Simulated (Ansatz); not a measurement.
# BGeH₆ (doublet): B2PLYP, RPA-PBE over a scan of the distance B1–H4 along a hydrogen transfer, cc-pVDZ

How well do these functionals follow the top wave-function level for BGeH₆ (doublet) over a scan of the distance B1–H4 along a hydrogen transfer?

Method: cc-pVDZ, all electrons in the functionals, frozen cores in the correlation of double hybrids and RPA; program: Ansatz 0.2.0, Gaussian basis.

The runs, in order: B2PLYP, RPA-PBE, at 1.194 Å; 1.298 Å; 1.507 Å; 1.715 Å; 1.924 Å.

## Step 1: The geometry

The geometry derives from fragments relaxed apart (PBE0/def2-TZVP) and kept rigid, so it is no stationary point. A hydrogen atom is moved between rigid fragments. No spin-orbit coupling is included. The filled d shell of Ge may be among the frozen orbitals whatever the setting's name suggests; the logs give the count.

8 atoms, charge 0, spin multiplicity 2.

Atoms are counted from 1 here; the program's logs count them from 0.

Bond lengths: B1–H2 1.193 Å, B1–H3 1.193 Å, B1–H4 1.193 Å, Ge5–H6 1.539 Å, Ge5–H7 1.539 Å, Ge5–H8 1.539 Å. Angles: H2–B1–H3 120.0°, H2–B1–H4 120.0°, H3–B1–H4 120.0°, H6–Ge5–H7 111.2°, H6–Ge5–H8 111.2°, H7–Ge5–H8 111.2°.

Geometry (Å):

```xyz
8
charge 0, multiplicity 2
B    -2.9359    0.0000    0.0000
H    -3.5326    1.0336    0.0000
H    -3.5326   -1.0336    0.0000
H    -1.7424    0.0000    0.0000
Ge    0.5181    0.0000    0.0000
H     0.9868   -1.4659    0.0000
H     0.9868    0.7330   -1.2695
H     0.9868    0.7330    1.2695
```

No dispersion term is added.

The geometry shown and the zero of energy belong to the point 1.194 Å. The yardstick, UCCSDT(Q), and other wave-function levels (R restricted, U unrestricted, valence and pair active spaces) come from earlier runs.

## Step 2: B2PLYP, 1.194 Å

Contents of in.yaml:

```yaml
crystal:
  periodic: [false, false, false]
  atoms:
    - {symbol: B, position_ang: [-2.935911, 0.000000, -0.000001]}
    - {symbol: H, position_ang: [-3.532644, 1.033572, -0.000002]}
    - {symbol: H, position_ang: [-3.532644, -1.033571, -0.000002]}
    - {symbol: H, position_ang: [-1.742445, 0.000000, -0.000001]}
    - {symbol: Ge, position_ang: [0.518089, 0.000000, 0.000000]}
    - {symbol: H, position_ang: [0.986757, -1.465915, 0.000000]}
    - {symbol: H, position_ang: [0.986759, 0.732957, -1.269519]}
    - {symbol: H, position_ang: [0.986758, 0.732957, 1.269520]}
basis:
  gaussian: {orbitals: cc-pVDZ}
magnetization: {spin_polarized: true, initial_magnetization: 1}
hamiltonian: {xc: {name: B2PLYP}}
correlation: {electrons: outside_noble_gas}
```

On the command line:

```sh
> ansatz run in.yaml --threads 1 --pin off --events-out ev --progress --plain --max-ram 4096MiB --backend cpu
```

Standard output:

```text
Functional definition: B2PLYP
  name "B2PLYP"
  cite "Grimme, J. Chem. Phys. 124, 034108 (2006) doi:10.1063/1.2148954"
  cite "Becke, Phys. Rev. A 38, 3098 (1988) doi:10.1103/PhysRevA.38.3098"
  cite "Lee, Yang & Parr, Phys. Rev. B 37, 785 (1988) doi:10.1103/PhysRevB.37.785"
  parameter a = 0.53
  parameter c = 0.27
  exchange = (1 - a)*b88_x + a*exact_x
  correlation = (1 - c)*lyp_c + c*(mp2_os + mp2_ss)
714 factors; integrals over basis functions are off by at most 1.2e-3 eV
mean field evaluation 1: about -57273.4199 eV, gradient 6.4e0 eV
mean field evaluation 2: about -57273.4390 eV, gradient 6.4e0 eV
mean field evaluation 4: about -57273.8060 eV, gradient 6.3e-1 eV
mean field evaluation 8: about -57273.8106 eV, gradient 2.1e-2 eV
mean field evaluation 16: about -57273.8106 eV, gradient 2.1e-5 eV
mean field -57273.81056541 eV, -2104.7737166958 hartree, gradient 1.1e-6 eV, S^2 0.753178; 0 other end points of the search recorded, 0 dependent functions left out
15 core orbitals not correlated: weight in the atoms' cores, before any rotation towards them, 0.999 or more for the frozen orbitals, at most 0.001 for the correlated occupied ones
reference -57273.81074019 eV, -2104.7737231187 hartree; 7, 6 occupied and 49, 50 virtual orbitals, 714 factors
second order -6.33866308 eV of doubles, -0.00000000 eV of singles
Total energy: -57275.52217922 eV, -2104.8366173431 hartree
```

It took 2.9 s on 1 thread of AMD EPYC 7R13, shared host.

From the report: ⟨S²⟩ of the determinant 0.753 (pure doublet: 0.75).

## Step 3: B2PLYP, 1.298 Å

Contents of in.yaml:

```yaml
crystal:
  periodic: [false, false, false]
  atoms:
    - {symbol: B, position_ang: [-2.937088, 0.000000, -0.000001]}
    - {symbol: H, position_ang: [-3.533821, 1.033572, -0.000002]}
    - {symbol: H, position_ang: [-3.533821, -1.033571, -0.000002]}
    - {symbol: H, position_ang: [-1.639088, 0.000000, -0.000001]}
    - {symbol: Ge, position_ang: [0.516912, 0.000000, 0.000000]}
    - {symbol: H, position_ang: [0.985580, -1.465915, 0.000000]}
    - {symbol: H, position_ang: [0.985582, 0.732957, -1.269519]}
    - {symbol: H, position_ang: [0.985580, 0.732957, 1.269520]}
basis:
  gaussian: {orbitals: cc-pVDZ}
magnetization: {spin_polarized: true, initial_magnetization: 1}
hamiltonian: {xc: {name: B2PLYP}}
correlation: {electrons: outside_noble_gas}
```

Same command.

Standard output (excerpt; [...] marks lines left out):

```text
Functional definition: B2PLYP
  name "B2PLYP"
  cite "Grimme, J. Chem. Phys. 124, 034108 (2006) doi:10.1063/1.2148954"
  cite "Becke, Phys. Rev. A 38, 3098 (1988) doi:10.1103/PhysRevA.38.3098"
  cite "Lee, Yang & Parr, Phys. Rev. B 37, 785 (1988) doi:10.1103/PhysRevB.37.785"
[...]
714 factors; integrals over basis functions are off by at most 1.2e-3 eV
[...]
mean field -57273.69726775 eV, -2104.7695530836 hartree, gradient 1.2e-6 eV, S^2 0.754497; 0 other end points of the search recorded, 0 dependent functions left out
15 core orbitals not correlated: weight in the atoms' cores, before any rotation towards them, 0.999 or more for the frozen orbitals, at most 0.001 for the correlated occupied ones
reference -57273.69744253 eV, -2104.7695595064 hartree; 7, 6 occupied and 49, 50 virtual orbitals, 714 factors
second order -6.40653158 eV of doubles, -0.00000000 eV of singles
Total energy: -57275.42720605 eV, -2104.8331271436 hartree
```

Run time: 3 s. Hardware: 1 thread of AMD EPYC 7R13, shared host.

From the report: ⟨S²⟩ of the determinant 0.754 (pure doublet: 0.75).

From 1.194 Å: +0.095 eV.

## Step 4: B2PLYP, 1.507 Å

Contents of in.yaml:

```yaml
crystal:
  periodic: [false, false, false]
  atoms:
    - {symbol: B, position_ang: [-2.939442, 0.000000, -0.000001]}
    - {symbol: H, position_ang: [-3.536175, 1.033572, -0.000002]}
    - {symbol: H, position_ang: [-3.536175, -1.033571, -0.000002]}
    - {symbol: H, position_ang: [-1.432442, 0.000000, -0.000001]}
    - {symbol: Ge, position_ang: [0.514558, 0.000000, 0.000000]}
    - {symbol: H, position_ang: [0.983226, -1.465915, 0.000000]}
    - {symbol: H, position_ang: [0.983228, 0.732957, -1.269519]}
    - {symbol: H, position_ang: [0.983227, 0.732957, 1.269520]}
basis:
  gaussian: {orbitals: cc-pVDZ}
magnetization: {spin_polarized: true, initial_magnetization: 1}
hamiltonian: {xc: {name: B2PLYP}}
correlation: {electrons: outside_noble_gas}
```

Launched as before.

Standard output (excerpt; [...] marks lines left out):

```text
Functional definition: B2PLYP
  name "B2PLYP"
  cite "Grimme, J. Chem. Phys. 124, 034108 (2006) doi:10.1063/1.2148954"
  cite "Becke, Phys. Rev. A 38, 3098 (1988) doi:10.1103/PhysRevA.38.3098"
  cite "Lee, Yang & Parr, Phys. Rev. B 37, 785 (1988) doi:10.1103/PhysRevB.37.785"
[...]
715 factors; integrals over basis functions are off by at most 1.2e-3 eV
[...]
mean field -57273.21299042 eV, -2104.7517562200 hartree, gradient 5.3e-6 eV, S^2 0.761939; 2 other end points of the search recorded, 0 dependent functions left out
15 core orbitals not correlated: weight in the atoms' cores, before any rotation towards them, 0.999 or more for the frozen orbitals, at most 0.001 for the correlated occupied ones
reference -57273.21316515 eV, -2104.7517626409 hartree; 7, 6 occupied and 49, 50 virtual orbitals, 715 factors
second order -6.51515842 eV of doubles, -0.00000000 eV of singles
Total energy: -57274.97225792 eV, -2104.8164081080 hartree
```

It took 3.6 s on 1 thread of AMD EPYC 7R13, shared host.

From the report: ⟨S²⟩ of the determinant 0.762 (pure doublet: 0.75).

From 1.194 Å: +0.550 eV.

## Step 5: B2PLYP, 1.715 Å

Contents of in.yaml:

```yaml
crystal:
  periodic: [false, false, false]
  atoms:
    - {symbol: B, position_ang: [-2.941784, 0.000000, -0.000001]}
    - {symbol: H, position_ang: [-3.538517, 1.033572, -0.000002]}
    - {symbol: H, position_ang: [-3.538518, -1.033571, -0.000002]}
    - {symbol: H, position_ang: [-1.226784, 0.000000, -0.000001]}
    - {symbol: Ge, position_ang: [0.512216, 0.000000, 0.000000]}
    - {symbol: H, position_ang: [0.980884, -1.465915, 0.000000]}
    - {symbol: H, position_ang: [0.980885, 0.732957, -1.269519]}
    - {symbol: H, position_ang: [0.980884, 0.732957, 1.269520]}
basis:
  gaussian: {orbitals: cc-pVDZ}
magnetization: {spin_polarized: true, initial_magnetization: 1}
hamiltonian: {xc: {name: B2PLYP}}
correlation: {electrons: outside_noble_gas}
```

Same command.

Standard output (excerpt; [...] marks lines left out):

```text
Functional definition: B2PLYP
  name "B2PLYP"
  cite "Grimme, J. Chem. Phys. 124, 034108 (2006) doi:10.1063/1.2148954"
  cite "Becke, Phys. Rev. A 38, 3098 (1988) doi:10.1103/PhysRevA.38.3098"
  cite "Lee, Yang & Parr, Phys. Rev. B 37, 785 (1988) doi:10.1103/PhysRevB.37.785"
[...]
716 factors; integrals over basis functions are off by at most 1.8e-3 eV
[...]
mean field -57272.95783685 eV, -2104.7423794991 hartree, gradient 3.2e-6 eV, S^2 0.764184; 2 other end points of the search recorded, 0 dependent functions left out
15 core orbitals not correlated: weight in the atoms' cores, before any rotation towards them, 0.999 or more for the frozen orbitals, at most 0.001 for the correlated occupied ones
reference -57272.95801094 eV, -2104.7423858968 hartree; 7, 6 occupied and 49, 50 virtual orbitals, 716 factors
second order -6.46702280 eV of doubles, -0.00000000 eV of singles
Total energy: -57274.70410710 eV, -2104.8065537471 hartree
```

It took 3.8 s on 1 thread of AMD EPYC 7R13, shared host.

From the report: ⟨S²⟩ of the determinant 0.764 (pure doublet: 0.75).

From 1.194 Å: +0.818 eV.

## Step 6: B2PLYP, 1.924 Å

Contents of in.yaml:

```yaml
crystal:
  periodic: [false, false, false]
  atoms:
    - {symbol: B, position_ang: [-2.944138, 0.000000, -0.000001]}
    - {symbol: H, position_ang: [-3.540871, 1.033572, -0.000002]}
    - {symbol: H, position_ang: [-3.540871, -1.033571, -0.000002]}
    - {symbol: H, position_ang: [-1.020138, 0.000000, -0.000001]}
    - {symbol: Ge, position_ang: [0.509862, 0.000000, 0.000000]}
    - {symbol: H, position_ang: [0.978530, -1.465915, 0.000000]}
    - {symbol: H, position_ang: [0.978532, 0.732957, -1.269519]}
    - {symbol: H, position_ang: [0.978530, 0.732957, 1.269520]}
basis:
  gaussian: {orbitals: cc-pVDZ}
magnetization: {spin_polarized: true, initial_magnetization: 1}
hamiltonian: {xc: {name: B2PLYP}}
correlation: {electrons: outside_noble_gas}
```

The command is unchanged.

Standard output (excerpt; [...] marks lines left out):

```text
Functional definition: B2PLYP
  name "B2PLYP"
  cite "Grimme, J. Chem. Phys. 124, 034108 (2006) doi:10.1063/1.2148954"
  cite "Becke, Phys. Rev. A 38, 3098 (1988) doi:10.1103/PhysRevA.38.3098"
  cite "Lee, Yang & Parr, Phys. Rev. B 37, 785 (1988) doi:10.1103/PhysRevB.37.785"
[...]
715 factors; integrals over basis functions are off by at most 1.8e-3 eV
[...]
mean field -57272.93847812 eV, -2104.7416680788 hartree, gradient 1.6e-6 eV, S^2 0.755768; 2 other end points of the search recorded, 0 dependent functions left out
15 core orbitals not correlated: weight in the atoms' cores, before any rotation towards them, 0.999 or more for the frozen orbitals, at most 0.001 for the correlated occupied ones
reference -57272.93865168 eV, -2104.7416744572 hartree; 7, 6 occupied and 49, 50 virtual orbitals, 715 factors
second order -6.30559193 eV of doubles, -0.00000000 eV of singles
Total energy: -57274.64116150 eV, -2104.8042405391 hartree
```

It took 3.8 s on 1 thread of AMD EPYC 7R13, shared host.

From the report: ⟨S²⟩ of the determinant 0.756 (pure doublet: 0.75).

From 1.194 Å: +0.881 eV.

## Step 7: RPA-PBE, 1.194 Å

Contents of in.yaml:

```yaml
crystal:
  periodic: [false, false, false]
  atoms:
    - {symbol: B, position_ang: [-2.935911, 0.000000, -0.000001]}
    - {symbol: H, position_ang: [-3.532644, 1.033572, -0.000002]}
    - {symbol: H, position_ang: [-3.532644, -1.033571, -0.000002]}
    - {symbol: H, position_ang: [-1.742445, 0.000000, -0.000001]}
    - {symbol: Ge, position_ang: [0.518089, 0.000000, 0.000000]}
    - {symbol: H, position_ang: [0.986757, -1.465915, 0.000000]}
    - {symbol: H, position_ang: [0.986759, 0.732957, -1.269519]}
    - {symbol: H, position_ang: [0.986758, 0.732957, 1.269520]}
basis:
  gaussian: {orbitals: cc-pVDZ}
magnetization: {spin_polarized: true, initial_magnetization: 1}
hamiltonian: {xc: {name: PBE}}
correlation: {method: rpa, electrons: outside_noble_gas}
```

Launched as before.

Standard output (excerpt; [...] marks lines left out):

```text
Functional definition: PBE
  name "PBE"
  cite "Perdew, Burke & Ernzerhof, Phys. Rev. Lett. 77, 3865 (1996) doi:10.1103/PhysRevLett.77.3865"
  parent pbe
[...]
714 factors; integrals over basis functions are off by at most 1.2e-3 eV
[...]
mean field -57277.76990279 eV, -2104.9192196608 hartree, gradient 7.7e-6 eV, S^2 0.751653; 4 other end points of the search recorded, 0 dependent functions left out
15 core orbitals not correlated: weight in the atoms' cores, before any rotation towards them, 0.998 or more for the frozen orbitals, at most 0.001 for the correlated occupied ones
reference -57235.81346170 eV, -2103.3773488898 hartree; 7, 6 occupied and 49, 50 virtual orbitals, 714 factors
Total energy: -57247.00835653 eV, -2103.7887536865 hartree
```

It took 7 s on 1 thread of AMD EPYC 7R13, shared host.

From the report: ⟨S²⟩ of the determinant 0.752 (pure doublet: 0.75).

## Step 8: RPA-PBE, 1.298 Å

Contents of in.yaml:

```yaml
crystal:
  periodic: [false, false, false]
  atoms:
    - {symbol: B, position_ang: [-2.937088, 0.000000, -0.000001]}
    - {symbol: H, position_ang: [-3.533821, 1.033572, -0.000002]}
    - {symbol: H, position_ang: [-3.533821, -1.033571, -0.000002]}
    - {symbol: H, position_ang: [-1.639088, 0.000000, -0.000001]}
    - {symbol: Ge, position_ang: [0.516912, 0.000000, 0.000000]}
    - {symbol: H, position_ang: [0.985580, -1.465915, 0.000000]}
    - {symbol: H, position_ang: [0.985582, 0.732957, -1.269519]}
    - {symbol: H, position_ang: [0.985580, 0.732957, 1.269520]}
basis:
  gaussian: {orbitals: cc-pVDZ}
magnetization: {spin_polarized: true, initial_magnetization: 1}
hamiltonian: {xc: {name: PBE}}
correlation: {method: rpa, electrons: outside_noble_gas}
```

Launched as before.

Standard output (excerpt; [...] marks lines left out):

```text
Functional definition: PBE
  name "PBE"
  cite "Perdew, Burke & Ernzerhof, Phys. Rev. Lett. 77, 3865 (1996) doi:10.1103/PhysRevLett.77.3865"
  parent pbe
[...]
714 factors; integrals over basis functions are off by at most 1.2e-3 eV
[...]
mean field -57277.73481632 eV, -2104.9179302566 hartree, gradient 3.6e-6 eV, S^2 0.751825; 5 other end points of the search recorded, 0 dependent functions left out
15 core orbitals not correlated: weight in the atoms' cores, before any rotation towards them, 0.998 or more for the frozen orbitals, at most 0.001 for the correlated occupied ones
reference -57235.63819862 eV, -2103.3709080902 hartree; 7, 6 occupied and 49, 50 virtual orbitals, 714 factors
Total energy: -57246.91829191 eV, -2103.7854438729 hartree
```

Run time: 7 s. Hardware: 1 thread of AMD EPYC 7R13, shared host.

From the report: ⟨S²⟩ of the determinant 0.752 (pure doublet: 0.75).

From 1.194 Å: +0.090 eV.

## Step 9: RPA-PBE, 1.507 Å

Contents of in.yaml:

```yaml
crystal:
  periodic: [false, false, false]
  atoms:
    - {symbol: B, position_ang: [-2.939442, 0.000000, -0.000001]}
    - {symbol: H, position_ang: [-3.536175, 1.033572, -0.000002]}
    - {symbol: H, position_ang: [-3.536175, -1.033571, -0.000002]}
    - {symbol: H, position_ang: [-1.432442, 0.000000, -0.000001]}
    - {symbol: Ge, position_ang: [0.514558, 0.000000, 0.000000]}
    - {symbol: H, position_ang: [0.983226, -1.465915, 0.000000]}
    - {symbol: H, position_ang: [0.983228, 0.732957, -1.269519]}
    - {symbol: H, position_ang: [0.983227, 0.732957, 1.269520]}
basis:
  gaussian: {orbitals: cc-pVDZ}
magnetization: {spin_polarized: true, initial_magnetization: 1}
hamiltonian: {xc: {name: PBE}}
correlation: {method: rpa, electrons: outside_noble_gas}
```

Launched as before.

Standard output (excerpt; [...] marks lines left out):

```text
Functional definition: PBE
  name "PBE"
  cite "Perdew, Burke & Ernzerhof, Phys. Rev. Lett. 77, 3865 (1996) doi:10.1103/PhysRevLett.77.3865"
  parent pbe
[...]
715 factors; integrals over basis functions are off by at most 1.2e-3 eV
[...]
mean field -57277.39409035 eV, -2104.9054088084 hartree, gradient 9.2e-6 eV, S^2 0.752914; 6 other end points of the search recorded, 0 dependent functions left out
15 core orbitals not correlated: weight in the atoms' cores, before any rotation towards them, 0.998 or more for the frozen orbitals, at most 0.001 for the correlated occupied ones
reference -57235.03275442 eV, -2103.3486584262 hartree; 7, 6 occupied and 49, 50 virtual orbitals, 715 factors
Total energy: -57246.46857501 eV, -2103.7689170817 hartree
```

It took 7 s on 1 thread of AMD EPYC 7R13, shared host.

From the report: ⟨S²⟩ of the determinant 0.753 (pure doublet: 0.75).

From 1.194 Å: +0.540 eV.

## Step 10: RPA-PBE, 1.715 Å

Contents of in.yaml:

```yaml
crystal:
  periodic: [false, false, false]
  atoms:
    - {symbol: B, position_ang: [-2.941784, 0.000000, -0.000001]}
    - {symbol: H, position_ang: [-3.538517, 1.033572, -0.000002]}
    - {symbol: H, position_ang: [-3.538518, -1.033571, -0.000002]}
    - {symbol: H, position_ang: [-1.226784, 0.000000, -0.000001]}
    - {symbol: Ge, position_ang: [0.512216, 0.000000, 0.000000]}
    - {symbol: H, position_ang: [0.980884, -1.465915, 0.000000]}
    - {symbol: H, position_ang: [0.980885, 0.732957, -1.269519]}
    - {symbol: H, position_ang: [0.980884, 0.732957, 1.269520]}
basis:
  gaussian: {orbitals: cc-pVDZ}
magnetization: {spin_polarized: true, initial_magnetization: 1}
hamiltonian: {xc: {name: PBE}}
correlation: {method: rpa, electrons: outside_noble_gas}
```

The command is unchanged.

Standard output (excerpt; [...] marks lines left out):

```text
Functional definition: PBE
  name "PBE"
  cite "Perdew, Burke & Ernzerhof, Phys. Rev. Lett. 77, 3865 (1996) doi:10.1103/PhysRevLett.77.3865"
  parent pbe
[...]
716 factors; integrals over basis functions are off by at most 1.8e-3 eV
[...]
mean field -57277.14084328 eV, -2104.8961021499 hartree, gradient 8.7e-6 eV, S^2 0.753512; 6 other end points of the search recorded, 0 dependent functions left out
15 core orbitals not correlated: weight in the atoms' cores, before any rotation towards them, 0.998 or more for the frozen orbitals, at most 0.001 for the correlated occupied ones
reference -57234.77279807 eV, -2103.3391052068 hartree; 7, 6 occupied and 49, 50 virtual orbitals, 716 factors
Total energy: -57246.21035760 eV, -2103.7594277668 hartree
```

Run time: 7 s. Hardware: 1 thread of AMD EPYC 7R13, shared host.

From the report: ⟨S²⟩ of the determinant 0.754 (pure doublet: 0.75).

From 1.194 Å: +0.798 eV.

## Step 11: RPA-PBE, 1.924 Å

Contents of in.yaml:

```yaml
crystal:
  periodic: [false, false, false]
  atoms:
    - {symbol: B, position_ang: [-2.944138, 0.000000, -0.000001]}
    - {symbol: H, position_ang: [-3.540871, 1.033572, -0.000002]}
    - {symbol: H, position_ang: [-3.540871, -1.033571, -0.000002]}
    - {symbol: H, position_ang: [-1.020138, 0.000000, -0.000001]}
    - {symbol: Ge, position_ang: [0.509862, 0.000000, 0.000000]}
    - {symbol: H, position_ang: [0.978530, -1.465915, 0.000000]}
    - {symbol: H, position_ang: [0.978532, 0.732957, -1.269519]}
    - {symbol: H, position_ang: [0.978530, 0.732957, 1.269520]}
basis:
  gaussian: {orbitals: cc-pVDZ}
magnetization: {spin_polarized: true, initial_magnetization: 1}
hamiltonian: {xc: {name: PBE}}
correlation: {method: rpa, electrons: outside_noble_gas}
```

The command is unchanged.

Standard output (excerpt; [...] marks lines left out):

```text
Functional definition: PBE
  name "PBE"
  cite "Perdew, Burke & Ernzerhof, Phys. Rev. Lett. 77, 3865 (1996) doi:10.1103/PhysRevLett.77.3865"
  parent pbe
[...]
715 factors; integrals over basis functions are off by at most 1.8e-3 eV
[...]
mean field -57276.97567291 eV, -2104.8900322509 hartree, gradient 6.7e-6 eV, S^2 0.752320; 6 other end points of the search recorded, 0 dependent functions left out
15 core orbitals not correlated: weight in the atoms' cores, before any rotation towards them, 0.998 or more for the frozen orbitals, at most 0.001 for the correlated occupied ones
reference -57234.88893068 eV, -2103.3433730012 hartree; 7, 6 occupied and 49, 50 virtual orbitals, 715 factors
Total energy: -57246.15428626 eV, -2103.7573671832 hartree
```

It took 6.5 s on 1 thread of AMD EPYC 7R13, shared host.

From the report: ⟨S²⟩ of the determinant 0.752 (pure doublet: 0.75).

From 1.194 Å: +0.854 eV.

## Step 12: Against the wave-function levels

The yardstick is UCCSDT(Q), where the cluster series has nearly closed. It comes from earlier runs at the same points. Energies in eV, counted from 1.194 Å; blanks weren't run or aren't comparable.

| level | 1.194 Å | 1.298 Å | 1.507 Å | 1.715 Å | 1.924 Å |
| --- | --- | --- | --- | --- | --- |
| UCCSDT(Q) | 0.000 | 0.101 | 0.581 | 0.856 | 0.895 |
| B2PLYP | 0.000 | 0.095 | 0.550 | 0.818 | 0.881 |
| RPA-PBE | 0.000 | 0.090 | 0.540 | 0.798 | 0.854 |

Largest miss and mean time a point (UCCSDT(Q) took 15 s a point; shared hosts):

```csv
level,largest miss (eV),where,time a point
B2PLYP,-0.038,1.715 Å,3.4 s
RPA-PBE,-0.058,1.715 Å,6.9 s
```

## Step 13: Summary of results

| quantity | value |
| --- | --- |
| span of the UCCSDT(Q) curve | 0.895 eV |
| largest miss, B2PLYP | -0.038 eV (1.715 Å) |
| largest miss, RPA-PBE | -0.058 eV (1.715 Å) |

What this shows: Of the functionals, B2PLYP keep the smallest largest miss at the points compared (at most 0.038 eV) and RPA-PBE strays most (0.058 eV, at 1.715 Å). Functionals and the yardstick converge differently with the basis, so part of each miss in cc-pVDZ is the basis.
